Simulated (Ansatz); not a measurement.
# ClH4SbSi: vertical ionisation energy

The task here is to estimate one member of a computed series from the others.

Program: Ansatz 0.2.0, Gaussian basis. Level of theory: unrestricted cation, the program's frozen cores in correlated methods. These are calculated values, not measurements.

Levels to be run: UKS PBE-D4/def2-TZVPP; UKS r2SCAN-D4/def2-TZVPP; UKS PBE0-D4/def2-TZVPP; UKS B3LYP-D4/def2-TZVPP; UKS wB97X-V/def2-TZVPP; UKS wB97M-V/def2-TZVPP; UKS B2PLYP/def2-TZVPP; UHF-CCSD(T)/def2-TZVPP; UHF-MP2/def2-QZVPP; extrapolation to the limit; then −ε(HOMO) from the neutral's earlier runs with LDA (SPW92), PBE-D4, revPBE-D4, BLYP-D4, r2SCAN-D4, B97M-V, PBE0-D4, B3LYP-D4, r2SCANh-D4, r2SCAN0-D4, HSE06-D4, BHLYP-D4, CAM-B3LYP-D4, LC-ωPBE, ωB97X-V, ωB97M-V.

## The geometry

An earlier PBE0-D4 in a triple-zeta def2 set relaxation fixed the geometry. Sb takes the def2 core potential; no spin-orbit term is included.

SMILES `[SiH3][SbH][Cl]`, 7 atoms, charge 0, spin multiplicity 1.

Atoms are counted from 1 here; the program's logs count them from 0.

Bond lengths: Si1–Sb2 2.585 Å, Si1–H4 1.485 Å, Si1–H5 1.483 Å, Si1–H6 1.489 Å, Sb2–Cl3 2.368 Å, Sb2–H7 1.714 Å. Angles: Sb2–Si1–H4 108.3°, Sb2–Si1–H5 110.4°, Sb2–Si1–H6 108.7°, H4–Si1–H5 110.2°, H4–Si1–H6 109.1°, H5–Si1–H6 110.1°, Si1–Sb2–Cl3 92.7°, Si1–Sb2–H7 90.0°, Cl3–Sb2–H7 94.4°.

The first run:

The input, in.yaml:

```yaml
crystal:
  periodic: [false, false, false]
  atoms:
    - {symbol: Si, position_ang: [-0.883457, 0.421849, -0.104180]}
    - {symbol: Sb, position_ang: [0.790584, -1.473105, 0.431339]}
    - {symbol: Cl, position_ang: [2.230625, -0.853278, -1.343046]}
    - {symbol: H, position_ang: [-1.608270, 0.065811, -1.350308]}
    - {symbol: H, position_ang: [-0.169235, 1.710141, -0.278727]}
    - {symbol: H, position_ang: [-1.859442, 0.526168, 1.014920]}
    - {symbol: H, position_ang: [1.560393, -0.465586, 1.584401]}
basis:
  gaussian: {orbitals: def2-TZVPP}
total_charge: 1
magnetization: {spin_polarized: true, initial_magnetization: 1}
hamiltonian: {xc: pbe, dispersion: d4}
```

Run with:

```bash
> ansatz run in.yaml --threads 4 --pin off --events-out ev --progress --plain --max-ram 10444MiB
```

Among the steps run: Cation, UKS PBE-D4/def2-TZVPP; Cation, UKS r2SCAN-D4/def2-TZVPP; Cation, UKS PBE0-D4/def2-TZVPP; Cation, UKS B3LYP-D4/def2-TZVPP; Cation, UKS wB97X-V/def2-TZVPP; Cation, UKS wB97M-V/def2-TZVPP; Cation, UKS B2PLYP (frozen core)/def2-TZVPP; Cation, UHF-CCSD(T)/def2-TZVPP; Cation, UHF-MP2/def2-QZVPP.

One of the session's tables, all rows but one given; the rest of the session is left out.

It belongs to the step «Ionisation energies side by side». For comparison, −ε(HOMO) of the neutral from earlier runs:

| functional | −ε(HOMO) (eV) |
| --- | --- |
| LDA (SPW92) | 6.39 |
| PBE-D4 | 6.26 |
| revPBE-D4 | 6.21 |
| BLYP-D4 | 6.10 |
| r2SCAN-D4 | 6.51 |
| B97M-V | 6.54 |
| PBE0-D4 | 7.28 |
| B3LYP-D4 | 7.08 |
| r2SCANh-D4 | 6.88 |
| r2SCAN0-D4 | 7.44 |
| HSE06-D4 | 6.90 |
| BHLYP-D4 | 8.16 |
| CAM-B3LYP-D4 | 8.46 |
| LC-ωPBE | ? |
| ωB97X-V | 9.40 |
| ωB97M-V | 9.25 |

**Question.** Estimate the row for LC-ωPBE.

The run gave: −ε(HOMO) (eV): 9.71. In the column «−ε(HOMO) (eV)» it is the highest.
